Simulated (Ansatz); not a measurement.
# CH3BClFO: the cost of one run

Program: Ansatz 0.2.0. Level of theory: RKS PBE0/def2-SVP. These are calculated values, not measurements.

## (1) The structure to begin with

Bond lengths: B1–C2 1.535 Å, C2–O3 1.416 Å, C2–F4 1.436 Å, C2–Cl5 1.796 Å, B1–H6 1.198 Å, B1–H7 1.226 Å, O3–H8 0.980 Å. Angles: B1–C2–O3 109.9°, B1–C2–F4 108.9°, B1–C2–Cl5 110.1°, O3–C2–F4 113.0°, O3–C2–Cl5 108.5°, F4–C2–Cl5 106.4°, C2–B1–H6 123.9°, C2–B1–H7 121.8°, H6–B1–H7 114.3°, C2–O3–H8 103.6°.

Coordinates:

```xyz
8

B    -0.4349    0.9250    0.2033
C     0.4197   -0.2864   -0.1933
O    -0.4056   -1.4258   -0.3579
F     1.4464   -0.4755    0.7927
Cl    1.2630    0.0345   -1.7463
H    -1.1174    0.9681    1.1870
H    -0.5037    1.9251   -0.5022
H    -0.5753   -1.7222    0.5610
```

## (2) End point A

Contents of input.yaml:

```yaml
crystal:
  periodic: [false, false, false]
  atoms:
    - { symbol: B, position_ang: [-0.4349, 0.925, 0.2033] }
    - { symbol: C, position_ang: [0.4197, -0.2864, -0.1933] }
    - { symbol: O, position_ang: [-0.4056, -1.4258, -0.3579] }
    - { symbol: F, position_ang: [1.4464, -0.4755, 0.7927] }
    - { symbol: Cl, position_ang: [1.263, 0.0345, -1.7463] }
    - { symbol: H, position_ang: [-1.1174, 0.9681, 1.187] }
    - { symbol: H, position_ang: [-0.5037, 1.9251, -0.5022] }
    - { symbol: H, position_ang: [-0.5753, -1.7222, 0.561] }
basis:
  gaussian: { orbitals: def2-SVP }
hamiltonian:
  xc: pbe0
relax:
  f_tol: 0.015
  max_steps: 40
```

The run is started by

```bash
$ ansatz run input.yaml --threads 1 --pin off --max-ram 2048MiB --backend cpu --events-out ev --progress --plain --runs-dir out
```

**Question.** How long does this run take on 1 thread of an x86-64 CPU, shared host, and how much memory does it need?

About 95 s, with a peak of 0.19 GiB.
